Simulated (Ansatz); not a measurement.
# F2H5OPSi: the cost of one run

Method: RKS PBE0-D4/def2-SVP, in Ansatz 0.2.0.

1 further run of the same task is left out (it didn't finish).

## Step 1: The system as given

Bond lengths: Si1–F2 1.940 Å, Si1–F3 1.590 Å, Si1–H4 1.459 Å, Si1–O5 1.679 Å, O5–H6 1.010 Å, Si1–P7 2.480 Å, P7–H8 1.420 Å, P7–H9 1.420 Å, P7–H10 1.610 Å. Angles (14 of 17 angles, heavy atoms first): F2–Si1–F3 109.5°, F2–Si1–O5 109.5°, F2–Si1–P7 71.6°, F3–Si1–O5 109.5°, F3–Si1–P7 67.2°, O5–Si1–P7 72.8°, F2–Si1–H4 109.5°, F3–Si1–H4 109.5°, H4–Si1–O5 109.5°, H4–Si1–P7 176.6°, Si1–O5–H6 109.5°, Si1–P7–H8 109.5°, Si1–P7–H9 109.5°, Si1–P7–H10 60.7°.

Coordinates:

```xyz
10

Si    0.0000    0.0000    0.0000
F     0.0000    0.0000    1.9400
F     1.4994    0.0000   -0.5295
H    -0.6877    1.1914   -0.4862
O    -0.7913   -1.3709   -0.5594
H    -1.2459   -1.8365    0.2129
P     1.2944   -1.9656    0.7820
H     0.4981   -3.1353    0.6631
H     2.4646   -2.1080   -0.0096
H     0.6398   -0.9716    1.8666
```

## Step 2: Pulling towards end A

Springs on the bonds that form and break draw the guess towards this end; the thresholds are loose.

File input.yaml:

```yaml
crystal:
  periodic: [false, false, false]
  atoms:
    - { symbol: Si, position_ang: [0.0, 0.0, 0.0] }
    - { symbol: F, position_ang: [0.0, 0.0, 1.94] }
    - { symbol: F, position_ang: [1.4994, 0.0, -0.5295] }
    - { symbol: H, position_ang: [-0.6877, 1.1914, -0.4862] }
    - { symbol: O, position_ang: [-0.7913, -1.3709, -0.5594] }
    - { symbol: H, position_ang: [-1.2459, -1.8365, 0.2129] }
    - { symbol: P, position_ang: [1.2944, -1.9656, 0.782] }
    - { symbol: H, position_ang: [0.4981, -3.1353, 0.6631] }
    - { symbol: H, position_ang: [2.4646, -2.108, -0.0096] }
    - { symbol: H, position_ang: [0.6398, -0.9716, 1.8666] }
basis:
  gaussian: { orbitals: def2-SVP }
hamiltonian:
  xc: pbe0
  dispersion: d4
relax:
  f_tol: 0.15
  max_steps: 25
  restrain:
    - { distance: [0, 6], at: 3.38, k: 30.0 }
    - { distance: [9, 1], at: 2.12, k: 30.0 }
    - { distance: [0, 1], at: 1.59, k: 30.0 }
    - { distance: [9, 6], at: 1.42, k: 30.0 }
output:
  orbitals: {}
```

Launch:

```console
$ ansatz run input.yaml --threads 2 --pin off --max-ram 3072MiB --backend cpu --events-out ev --progress --plain --runs-dir out
```

What time and memory should one allow on 2 threads of Intel Xeon 6975P-C (Granite Rapids), shared host?

About 21 s, with a peak of 0.24 GiB.
